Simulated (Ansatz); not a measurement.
# W6Cl: the cost of one run

Program: Ansatz 0.2.0. Level of theory: DFT PBE, scalar-relativistic, plane waves, PAW, unless a step names another level. These are calculated values, not measurements.

7 further runs of the same task are left out: 7 set aside as unsound or not needed.

### Step 1. Plan

Pauling electronegativities: W 2.36, Cl 3.16 (spread 0.80). No set of common oxidation states balances it. Tabulated atomic sizes suggest about 18 Å³/atom. 27 candidates were drawn, by swapping species into database cells of other compounds, at random by space group and Wyckoff sites, or by hand, as the table says:

```
name                                              made from  space group no.                    Wyckoff sites  atoms (primitive cell)  V (Å³/atom)
 c01                                                 random              191                      W 6l; Cl 1b                       7         19.4
 c02                                                 random              221                  W 3c, 3d; Cl 1b                       7         20.3
 c03                                   database cell of SF6              229                     W 12e; Cl 2a                       7         19.3
 c04                                                 random              229                     W 12d; Cl 2a                       7         22.6
 c05                                                 random              123                  W 4j, 2e; Cl 1b                       7         21.4
 c06                                                 random              191              W 1b, 3f, 2d; Cl 1a                       7         21.6
 c07                                                 random              189              W 2c, 3g, 1b; Cl 1a                       7         22.7
 c08                                                 random              216                     W 24f; Cl 4d                       7         22.8
 c09                                                 random              166                     W 18g; Cl 3b                       7         20.6
 c10                                                 random              123                  W 4l, 2h; Cl 1c                       7         21.4
 c11     built by hand: bcc W(110) trilayers with Cl sheets               47          W 1a, 2s, 1f, 2r; Cl 1c                       7         18.1
 c12                                  database cell of TcF6              139                  W 8i, 4e; Cl 2a                       7         25.3
 c13                                                 random              191              W 3g, 2d, 1b; Cl 1a                       7         19.0
 c14                                                 random              216             W 16e, 4b, 4a; Cl 4c                       7         18.7
 c15  built by hand: Cl-terminated twelve-layer W(001) slab              129  W 2c, 2c, 2c, 2c, 2c, 2c; Cl 2c                      14         17.9
 c16                                                 random              148                     W 18f; Cl 3a                       7         21.8
 c17                                                 random              204                     W 12e; Cl 2a                       7         21.2
 c18                                  database cell of GdB6              221                      W 6f; Cl 1a                       7         17.9
 c19                                                 random              221                      W 6e; Cl 1a                       7         18.1
 c20                                                 random              139                  W 8j, 4d; Cl 2b                       7         20.1
 c21                                                 random              191                      W 6j; Cl 1b                       7         23.0
 c22                                                 random              225                     W 24e; Cl 4b                       7         18.9
 c23                                                 random              221                      W 6e; Cl 1b                       7         19.4
 c24                                                 random              166                     W 18h; Cl 3b                       7         22.0
 c25                                  database cell of SmC6              191                      W 6k; Cl 1a                       7         15.3
 c26                                                 random              191                      W 6m; Cl 1b                       7         18.5
 c27                                                 random              225                     W 24d; Cl 4a                       7         19.8
```

### Step 2. Screening run of c13

The input, input.yaml:

```yaml
crystal:
  lattice:
    - [6.16643542, 0.0, 0.0]
    - [-3.08321771, 5.34028973, 0.0]
    - [0.0, 0.0, 4.03175581]
  atoms:
    - { symbol: W, position: [0.5, 0.0, 0.5] }
    - { symbol: W, position: [0.0, 0.5, 0.5] }
    - { symbol: W, position: [0.5, 0.5, 0.5] }
    - { symbol: W, position: [0.33333333, 0.66666667, 0.5] }
    - { symbol: W, position: [0.66666667, 0.33333333, 0.5] }
    - { symbol: W, position: [0.0, 0.0, 0.5] }
    - { symbol: Cl, position: [0.0, 0.0, 0.0] }
basis:
  ecutwfc: 420
kpoints:
  mp_grid: { grid: [3, 3, 4] }
hamiltonian:
  xc: pbe
scf:
  occupations: { method: gaussian, width: 0.2 }
  lower_state_search: "off"
output:
  forces: true
  stress: true
  eigenvalues: true
relax:
  adjacent_minimum: "off"
  f_tol: 0.08
  max_steps: 16
  cell: { stress_tol: 0.8 }
```

Command:

```sh
> ansatz run input.yaml --threads 1 --pin off --max-ram 2560MiB --backend cpu --events-out ev --progress --plain --runs-dir out
```

**Question.** How long does this run take on 1 thread of Intel Xeon 6975P-C (Granite Rapids), shared host, and how much memory does it need?

About 33 s, with a peak of 0.55 GiB.
